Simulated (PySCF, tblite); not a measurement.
# C3H10OSi4: geometry, infrared bands and NMR shifts

What infrared bands and NMR shifts should C3H10OSi4 (`C=C[Si@H]1[SiH2][Si@H](C=O)[SiH2]1`) show?

Computed with tblite 0.8.0 and PySCF 2.14.0, with density-fitted response routines of our own, on a single molecule in the gas phase. Atoms count from 0, in the outputs and in this text.

## Step 1: Starting geometry

18 atoms, charge 0, multiplicity 1; geometry from: force field or distance geometry start.

Bonds of the start (Å): C0–C1 1.34, C1–Si2 1.81, Si2–Si3 2.28, Si3–Si4 2.27, Si4–C5 1.85, C5–O6 1.22, Si4–Si7 2.28, Si7–Si2 2.29, C0–H8 1.09, C0–H9 1.08, C1–H10 1.10, Si2–H11 1.49, Si3–H12 1.51, Si3–H13 1.49, Si4–H14 1.49, C5–H15 1.11, Si7–H16 1.49, Si7–H17 1.48.

## Step 2: Geometry optimisation with GFN2-xTB

What the job is given:

```
{"job": {"kind": "relax", "xc": "GFN2-xTB", "basis": "xTB"}, "charge": 0, "multiplicity": 1}
C      2.151100    -2.520700    -1.524100
C      1.663900    -1.779300    -0.517800
Si     0.368300    -0.524900    -0.630600
Si    -1.264800    -0.740000     0.952200
Si    -1.219100     1.514900     1.200400
C     -2.373200     2.345700     0.013000
O     -2.346400     2.020700    -1.164700
Si     0.915700     1.454700     0.390100
H      1.777500    -2.421400    -2.539800
H      2.923300    -3.252100    -1.352800
H      2.079500    -1.934700     0.484200
H     -0.167300    -0.369400    -2.015600
H     -0.764200    -1.433400     2.193000
H     -2.560000    -1.310700     0.499800
H     -1.332200     2.004100     2.605700
H     -3.045700     3.119700     0.428200
H      1.906100     1.261900     1.481600
H      1.278800     2.571100    -0.514300
```

Command:

```bash
> OMP_NUM_THREADS=1 python probes_run.py task.json out
```

The driver reads the jobs from task.json and runs them one after another.

The program printed:

```text
step      E/eV     max force
  0    -607.62574    2.304
  1    -607.79228    1.388
  2    -607.86064    0.762
  3    -607.90049    0.721
  4    -607.99322    0.623
  5    -608.02655    0.560
  6    -608.06350    0.591
  7    -608.09324    0.488
  8    -608.12447    0.420
  9    -608.14636    0.368
 10    -608.15604    0.250
 11    -608.16223    0.236
 12    -608.16646    0.180
 13    -608.16994    0.158
 14    -608.17212    0.114
 15    -608.17383    0.101
 16    -608.17579    0.160
 17    -608.17833    0.185
 18    -608.18117    0.147
 19    -608.18328    0.102
 20    -608.18447    0.078
 21    -608.18544    0.087
 22    -608.18670    0.094
 23    -608.18829    0.101
 24    -608.18986    0.101
 25    -608.19119    0.090
 26    -608.19242    0.096
 27    -608.19389    0.109
 28    -608.19565    0.120
 29    -608.19728    0.085
 30    -608.19846    0.082
 31    -608.19944    0.078
 32    -608.20065    0.080
 33    -608.20233    0.098
 34    -608.20441    0.128
 35    -608.20646    0.117
 36    -608.20802    0.108
 37    -608.20899    0.107
 38    -608.20965    0.070
 39    -608.21018    0.068
 40    -608.21064    0.069
 41    -608.21115    0.090
 42    -608.21191    0.109
 43    -608.21294    0.097
 44    -608.21393    0.066
 45    -608.21447    0.049
 46    -608.21468    0.033
 47    -608.21481    0.034
 48    -608.21504    0.039
 49    -608.21530    0.041
 50    -608.21549    0.026
 51    -608.21558    0.021
 52    -608.21562    0.020
 53    -608.21567    0.022
 54    -608.21577    0.022
 55    -608.21587    0.017
 56    -608.21592    0.017
 57    -608.21596    0.014
 58    -608.21599    0.011
 59    -608.21602    0.012
 60    -608.21606    0.012
 61    -608.21609    0.014
 62    -608.21614    0.019
 63    -608.21624    0.024
 64    -608.21641    0.036
 65    -608.21668    0.044
 66    -608.21696    0.044
 67    -608.21717    0.030
 68    -608.21729    0.025
 69    -608.21736    0.021
 70    -608.21743    0.019
 71    -608.21749    0.017
 72    -608.21753    0.018
 73    -608.21759    0.016
 74    -608.21767    0.020
 75    -608.21778    0.024
 76    -608.21789    0.019
 77    -608.21794    0.011
 78    -608.21796    0.009
```

Wall time 0.98 s (1 thread of Intel Xeon Platinum 8488C, shared host); peak memory 0.18 GiB.

Relaxation path: (not every step is listed)

| step | energy from step 0 (eV) | largest force (eV/Å) |
| --- | --- | --- |
| 0 | 0.0000 | 2.3042 |
| 1 | -0.1665 | 1.3879 |
| 2 | -0.2349 | 0.7621 |
| 3 | -0.2748 | 0.7205 |
| 4 | -0.3675 | 0.6228 |
| 5 | -0.4008 | 0.5604 |
| 6 | -0.4378 | 0.5910 |
| 7 | -0.4675 | 0.4877 |
| 8 | -0.4987 | 0.4203 |
| 14 | -0.5464 | 0.1145 |
| 20 | -0.5587 | 0.0784 |
| 26 | -0.5667 | 0.0955 |
| 32 | -0.5749 | 0.0797 |
| 38 | -0.5839 | 0.0703 |
| 44 | -0.5882 | 0.0664 |
| 50 | -0.5898 | 0.0264 |
| 56 | -0.5902 | 0.0169 |
| 62 | -0.5904 | 0.0192 |
| 68 | -0.5916 | 0.0254 |
| 73 | -0.5919 | 0.0164 |
| 74 | -0.5919 | 0.0196 |
| 75 | -0.5920 | 0.0242 |
| 76 | -0.5922 | 0.0193 |
| 77 | -0.5922 | 0.0112 |
| 78 | -0.5922 | 0.0092 |

Distances of close pairs at the start and the end, largest changes first:

| bond | before (Å) | after (Å) | change (Å) |
| --- | --- | --- | --- |
| Si3–Si4 | 2.269 | 2.368 | +0.099 |
| Si2–Si3 | 2.284 | 2.374 | +0.090 |
| Si4–Si7 | 2.284 | 2.368 | +0.084 |
| Si2–Si7 | 2.294 | 2.376 | +0.082 |
| C1–Si2 | 1.807 | 1.885 | +0.078 |
| Si4–C5 | 1.853 | 1.891 | +0.038 |
| Si3–H12 | 1.507 | 1.473 | -0.034 |
| Si2–H11 | 1.493 | 1.470 | -0.024 |

The end geometry stands in the next job.

## Step 3: Vibrational analysis with GFN2-xTB

What the job is given:

```
{"job": {"kind": "ir", "xc": "GFN2-xTB", "basis": "xTB"}, "charge": 0, "multiplicity": 1}
C      2.197658    -2.559303    -1.470678
C      1.700931    -1.813793    -0.495415
Si     0.342626    -0.521095    -0.690541
Si    -1.417336    -0.779991     0.882154
Si    -1.106320     1.485673     1.496469
C     -2.241770     2.271595     0.204982
O     -2.163928     1.892418    -0.949879
Si     0.914669     1.577046     0.265690
H      1.840329    -2.469001    -2.484170
H      2.977688    -3.289288    -1.313021
H      2.101112    -1.945915     0.503460
H     -0.014888    -0.538374    -2.115803
H     -1.169848    -1.727717     1.982897
H     -2.764164    -1.140813     0.426232
H     -1.440347     2.149252     2.768367
H     -2.975766     3.063483     0.456102
H      2.120286     1.597110     1.112758
H      1.090311     2.755032    -0.591259
```

The program printed:

```text
mode    cm-1     km/mol
  1      21.8      1.96
  2      47.6      3.84
  3      50.2      0.01
  4      67.1      1.83
  5     106.2      0.75
  6     125.8      1.76
  7     132.5      0.09
  8     204.4      3.16
  9     286.1      8.87
 10     311.9      4.64
 11     328.1     38.49
 12     349.1     11.34
 13     353.7      5.22
 14     354.7      3.16
 15     388.7     13.35
 16     392.9      1.57
 17     414.3      0.30
 18     425.2      0.21
 19     454.6      1.44
 20     481.1      1.20
 21     531.3    199.34
 22     565.4    104.41
 23     585.2    686.59
 24     616.2     16.82
 25     635.4      2.03
 26     705.4     13.91
 27     718.6      2.77
 28     744.3     75.40
 29     819.9    498.42
 30     830.5     18.52
 31     908.6     15.74
 32    1002.9     11.64
 33    1026.3      8.09
 34    1277.9      1.67
 35    1352.2     43.12
 36    1418.6      1.44
 37    1651.0    199.25
 38    1654.2      3.64
 39    2133.0    306.73
 40    2139.5     66.24
 41    2141.9    333.38
 42    2177.0    424.23
 43    2198.4    298.10
 44    2202.6    271.71
 45    2708.8    242.42
 46    3019.3     41.50
 47    3068.1     49.35
 48    3095.8     38.62
```

It took 1.2 s on 1 thread of Intel Xeon Platinum 8488C, shared host; peak memory 0.18 GiB.

The strongest bands and the atoms that carry them (share of the mass-weighted mode):

| cm⁻¹ | km/mol | atoms |
| --- | --- | --- |
| 585 | 686.6 | H17 17 %, H13 16 %, H16 15 %, H14 14 % |
| 820 | 498.4 | H12 27 %, H13 26 %, H16 21 %, H17 21 % |
| 2133 | 306.7 | H14 94 % |
| 2142 | 333.4 | H12 61 %, H16 24 % |
| 2177 | 424.2 | H11 86 % |
| 2198 | 298.1 | H17 76 %, H13 19 % |
| 2203 | 271.7 | H13 76 %, H17 19 % |
| 2709 | 242.4 | H15 94 % |

## Step 4: NMR shieldings: PBE0/pcSseg-1

Same as in step 3 but for these lines:

```diff
@@ -1,2 +1,2 @@
-{"job": {"kind": "ir", "xc": "GFN2-xTB", "basis": "xTB"}, "charge": 0, "multiplicity": 1}
+{"job": {"kind": "nmr", "xc": "PBE0", "basis": "pcSseg-1"}, "charge": 0, "multiplicity": 1}
 C      2.197658    -2.559303    -1.470678
```

Method: GIAO PBE0/pcSseg-1 NMR shielding, non-relativistic, gas phase.

The program printed:

```text
coarse grid: 17040 points
cycle   1  E = -1352.5223541821  dE =  6.614e-01  |g| = 7.706e-01  |ddm| = 4.074e+00
cycle   2  E = -1352.0340736914  dE =  4.883e-01  |g| = 1.706e+00  |ddm| = 2.570e+00
cycle   3  E = -1352.6438937474  dE = -6.098e-01  |g| = 1.510e-01  |ddm| = 2.114e+00
cycle   4  E = -1352.6481576443  dE = -4.264e-03  |g| = 7.738e-02  |ddm| = 2.014e-01
cycle   5  E = -1352.6497086998  dE = -1.551e-03  |g| = 1.223e-02  |ddm| = 8.634e-02
cycle   6  E = -1352.6497415362  dE = -3.284e-05  |g| = 6.172e-03  |ddm| = 2.247e-02
cycle   7  E = -1352.6497507537  dE = -9.217e-06  |g| = 1.774e-03  |ddm| = 6.747e-03
final grid: 146256 points
cycle   8  E = -1352.7044090249  dE = -2.832e-06  |g| = 1.266e-02  |ddm| = 2.481e-02
cycle   9  E = -1352.7043179851  dE =  9.104e-05  |g| = 2.526e-02  |ddm| = 2.376e-02
cycle  10  E = -1352.7044388822  dE = -1.209e-04  |g| = 2.160e-03  |ddm| = 1.727e-02
cycle  11  E = -1352.7044400054  dE = -1.123e-06  |g| = 3.092e-04  |ddm| = 2.419e-03
cycle  12  E = -1352.7044400258  dE = -2.032e-08  |g| = 1.235e-04  |ddm| = 4.413e-04
cycle  13  E = -1352.7044400299  dE = -4.120e-09  |g| = 3.287e-05  |ddm| = 1.779e-04
cycle  14  E = -1352.7044400301  dE = -2.547e-10  |g| = 1.067e-05  |ddm| = 4.223e-05
converged SCF energy = -1352.7044400301

GIAO shielding tensors (ppm)
atom      isotropic    diamagn.    paramagn.     s11        s22        s33       span
  0 C       46.565     251.033    -204.468    -72.949     52.681    159.964    232.914
  1 C       44.856     262.276    -217.420    -74.147     34.249    174.467    248.614
  2 Si     386.806     880.440    -493.634    350.971    397.590    411.857     60.886
  3 Si     425.059     881.061    -456.002    388.689    403.756    482.731     94.042
  4 Si     421.079     884.464    -463.385    383.668    439.607    439.960     56.292
  5 C      -77.227     256.284    -333.511   -236.374    -90.373     95.065    331.439
  6 O     -587.991     405.697    -993.689  -1612.134   -545.127    393.287   2005.421
  7 Si     424.933     881.057    -456.124    388.592    403.355    482.852     94.259
  8 H       25.531      30.426      -4.895     21.968     24.701     29.923      7.954
  9 H       25.442      27.051      -1.609     22.286     24.513     29.528      7.242
 10 H       25.235      31.897      -6.662     22.286     24.574     28.845      6.559
 11 H       26.487      31.073      -4.586     23.662     25.390     30.408      6.746
 12 H       27.470      29.856      -2.386     24.532     25.445     32.432      7.900
 13 H       27.614      29.596      -1.982     24.315     25.281     33.246      8.931
 14 H       26.916      31.892      -4.976     23.401     24.330     33.016      9.615
 15 H       18.548      27.051      -8.502     12.142     19.811     23.691     11.549
 16 H       27.467      29.857      -2.390     24.532     25.444     32.426      7.894
 17 H       27.609      29.592      -1.983     24.312     25.276     33.239      8.927
```

It took 42 s on 1 thread of Intel Xeon Platinum 8488C, shared host; peak memory 0.96 GiB.

Shifts follow as δ = σ(reference) − σ, with reference shieldings (ppm) from runs at the same level and on the same kind of geometry: 1H TMS 31.72, 13C TMS 186.9, 29Si TMS 349.2, 17O H2O 336.1. The references are single molecules in the gas phase, so shifts against H2O, NH3, PH3, H3PO4 or CFCl3 are not on the usual liquid scales and can be off by tens of ppm. Atoms listed in one row are averaged.

| atoms | environment | σ (ppm) | δ (ppm) | δ scaled to CDCl3 |
| --- | --- | --- | --- | --- |
| C5 | carbonyl carbon | -77.2 | 264.2 | 255.9 |
| C1 | alkene CH | 44.9 | 142.1 | 136.7 |
| C0 | terminal =CH2 carbon | 46.6 | 140.4 | 135.1 |
| H15 | hydrogen on a carbonyl carbon | 18.55 | 13.17 | 12.52 |
| H10 | hydrogen on an alkene CH | 25.24 | 6.48 | 6.22 |
| H9 | hydrogen on a terminal =CH2 carbon | 25.44 | 6.27 | 6.02 |
| H8 | hydrogen on a terminal =CH2 carbon | 25.53 | 6.19 | 5.94 |
| H11 | hydrogen on a silicon bonded to C, 2 Si, in a 4-membered ring | 26.49 | 5.23 | – |
| H14 | hydrogen on a silicon bonded to C, 2 Si, in a 4-membered ring | 26.92 | 4.80 | – |
| H12, H16 | hydrogen on a silicon bonded to 2 Si, in a 4-membered ring | 27.47 | 4.25 | – |
| H13, H17 | hydrogen on a silicon bonded to 2 Si, in a 4-membered ring | 27.61 | 4.11 | – |
| Si2 | silicon bonded to C, 2 Si, H, in a 4-membered ring | 386.8 | -37.6 | – |
| Si4 | silicon bonded to C, 2 Si, H, in a 4-membered ring | 421.1 | -71.9 | – |
| Si3, Si7 | silicon bonded to 2 Si, 2 H, in a 4-membered ring | 425.0 | -75.8 | – |
| O6 | carbonyl oxygen | -588.0 | 924.1 | – |

The scaled column applies a straight-line fit of computed shieldings to shifts measured in CDCl3 (root-mean-square error 0.16 ppm for H, 1.9 ppm for C).

Charges from the same density, by scheme (e):

| atoms | Mulliken | IAO | Hirshfeld | ESP fit |
| --- | --- | --- | --- | --- |
| C0 | -0.14 | -0.28 | -0.08 | -0.34 |
| C1 | -0.46 | -0.40 | -0.14 | -0.26 |
| Si2 | 0.18 | 0.38 | 0.19 | 0.26 |
| Si3, Si7 | 0.23 | 0.18 | 0.15 | 0.11 |
| Si4 | -0.08 | 0.24 | 0.15 | 0.01 |
| C5 | 0.04 | 0.02 | 0.04 | 0.32 |
| O6 | -0.36 | -0.39 | -0.21 | -0.43 |

Mayer bond orders: C0–C1 1.99, C1–Si2 0.84, Si2–Si3 0.81, Si3–Si4 0.86, Si4–C5 0.79, C5–O6 1.89, Si4–Si7 0.86, Si7–Si2 0.81.

Ring of atoms Si2, Si3, Si4, Si7: NICS(0) 1.6, NICS(1) -0.3, NICS(1)zz 4.6 ppm (means of both faces).

## Step 5: Summary of results

| quantity | value |
| --- | --- |
| strongest single infrared mode (GFN2-xTB) | 585 cm⁻¹, 687 km/mol |
| zero-point energy (GFN2-xTB) | 67.5 kcal/mol |
| 13C shifts against TMS (PBE0/pcSseg-1) | 264.2, 142.1, 140.4 ppm |
| 1H shifts against TMS (PBE0/pcSseg-1, means over atoms taken as alike) | 13.17, 6.48, 6.27, 6.19, 5.23, 4.80, 4.25, 4.11 ppm |
| 29Si shifts against TMS (PBE0/pcSseg-1, means over atoms taken as alike) | -37.6, -71.9, -75.8 ppm |
| 17O shifts against H2O (PBE0/pcSseg-1) | 924.1 ppm |

What this shows: Over 78 steps the energy fell by 0.592 eV; of the close pairs, Si3–Si4 changed most, 2.269 to 2.368 Å. No mode is imaginary among the 48: a minimum at this level. The strongest single mode, at 585 cm⁻¹, has its largest shares on H17, H13, H16 and H14 (the list is cut at 4 atoms). Unscaled tight-binding wavenumbers are off by several per cent, some by more. Its intensities can rank the bands wrongly. At PBE0/pcSseg-1: The largest span, 2005 ppm, is at O6, where the paramagnetic term is -994 ppm.
